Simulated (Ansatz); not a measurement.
# ScPt: one contact scaled

Aim: change the length of one contact in ScPt (Sc1–Pt2) by moving its two atoms, all else held, and follow energy and force. Methods of the runs shown: PAW. Its runs: shortest bond scaled by 1 (PAW); shortest bond scaled by 0.88 (PAW); shortest bond scaled by 0.82 (PAW); shortest bond scaled by 0.7 (PAW); shortest bond scaled by 0.64 (PAW and PAW (source ansatz)).

Program: Ansatz 0.2.0. Level of theory: DFT r²SCAN, with the methods named in each step. These are calculated values, not measurements.

### 1 Starting point

The structure is cubic, space group Pm-3m (No. 221). Conventional cell: a = 3.270 Å, b = 3.270 Å, c = 3.270 Å, α = 90.00°, β = 90.00°, γ = 90.00°. Sc (site symmetry m-3m) is surrounded by 8 Pt at 2.83 Å. Around Pt (site symmetry m-3m) lie 8 Sc at 2.83 Å.

Coordinates:

```
CELL_PARAMETERS angstrom
3.27000 0.00000 0.00000
0.00000 3.27000 0.00000
0.00000 0.00000 3.27000
ATOMIC_POSITIONS crystal
Sc 0.50000 0.50000 0.50000
Pt 0.00000 0.00000 0.00000
```

Atoms are numbered in the order of the input: Sc1, Pt2.

### 2 Shortest bond scaled by 1, PAW

Input file input.yaml:

```yaml
crystal:
  lattice:
    - [3.27, 0.0, 0.0]
    - [0.0, 3.27, 0.0]
    - [0.0, 0.0, 3.27]
  atoms:
    - { symbol: Sc, position: [0.5, 0.5, 0.5] }
    - { symbol: Pt, position: [0.0, 0.0, 0.0] }
kpoints:
  mp_grid: { grid: [9, 9, 9] }
scf:
  occupations: { method: fermi_dirac, width: 0.05 }
hamiltonian:
  xc: r2scan
  pseudopotentials: { kind: paw }
output:
  forces: true
  stress: true
  eigenvalues: true
  efg: { contact_densities: true }
  populations: true
```

Command:

```bash
$ ansatz run input.yaml --threads 1 --pin off --max-ram 2048MiB --backend cpu --events-out ev --progress --plain --runs-dir out
```

### 3 Shortest bond scaled by 0.88, PAW

input.yaml, as its differences from that of step 2:

```diff
@@ -6,4 +6,4 @@
   atoms:
-    - { symbol: Sc, position: [0.5, 0.5, 0.5] }
-    - { symbol: Pt, position: [0.0, 0.0, 0.0] }
+    - { symbol: Sc, position: [0.47, 0.47, 0.47] }
+    - { symbol: Pt, position: [0.03, 0.03, 0.03] }
 kpoints:
```

### 4 Shortest bond scaled by 0.82, PAW

input.yaml, as its differences from that of step 3:

```diff
@@ -6,4 +6,4 @@
   atoms:
-    - { symbol: Sc, position: [0.47, 0.47, 0.47] }
-    - { symbol: Pt, position: [0.03, 0.03, 0.03] }
+    - { symbol: Sc, position: [0.455, 0.455, 0.455] }
+    - { symbol: Pt, position: [0.045, 0.045, 0.045] }
 kpoints:
```

### 5 Shortest bond scaled by 0.7, PAW

input.yaml, as its differences from that of step 4:

```diff
@@ -6,4 +6,4 @@
   atoms:
-    - { symbol: Sc, position: [0.455, 0.455, 0.455] }
-    - { symbol: Pt, position: [0.045, 0.045, 0.045] }
+    - { symbol: Sc, position: [0.425, 0.425, 0.425] }
+    - { symbol: Pt, position: [0.075, 0.075, 0.075] }
 kpoints:
```

### 6 Shortest bond scaled by 0.64, PAW

input.yaml, as its differences from that of step 5:

```diff
@@ -6,4 +6,4 @@
   atoms:
-    - { symbol: Sc, position: [0.425, 0.425, 0.425] }
-    - { symbol: Pt, position: [0.075, 0.075, 0.075] }
+    - { symbol: Sc, position: [0.41, 0.41, 0.41] }
+    - { symbol: Pt, position: [0.09, 0.09, 0.09] }
 kpoints:
```

### 7 Shortest bond scaled by 0.64, PAW (source ansatz)

input.yaml, as its differences from that of step 6:

```diff
@@ -14,3 +14,3 @@
   xc: r2scan
-  pseudopotentials: { kind: paw }
+  pseudopotentials: { kind: paw, source: ansatz }
 output:
@@ -19,3 +19 @@
   eigenvalues: true
-  efg: { contact_densities: true }
-  populations: true
```

(Steps that only read results are left out.)

Q: Predict the outcome of this session.

The runs gave:

| quantity | value |
| --- | --- |
| force along the bond, positive apart, at 1.812 Å (PAW) | 19.93 eV/Å |
| force along the bond, positive apart, at 1.812 Å (PAW (source ansatz)) | 19.99 eV/Å |

In words: At 1.81 Å the force along the bond is 19.93 eV/Å by PAW, and the energy stands 5.40 eV over the given length. With two atoms in the cell whole sublattices move, so the other contacts between the two sublattices change too; at scales over 1 some of them become the shortest. Spin-orbit coupling is left out, though the cell holds Pt; in elements this heavy it can shift bands and gaps by tenths of an eV.
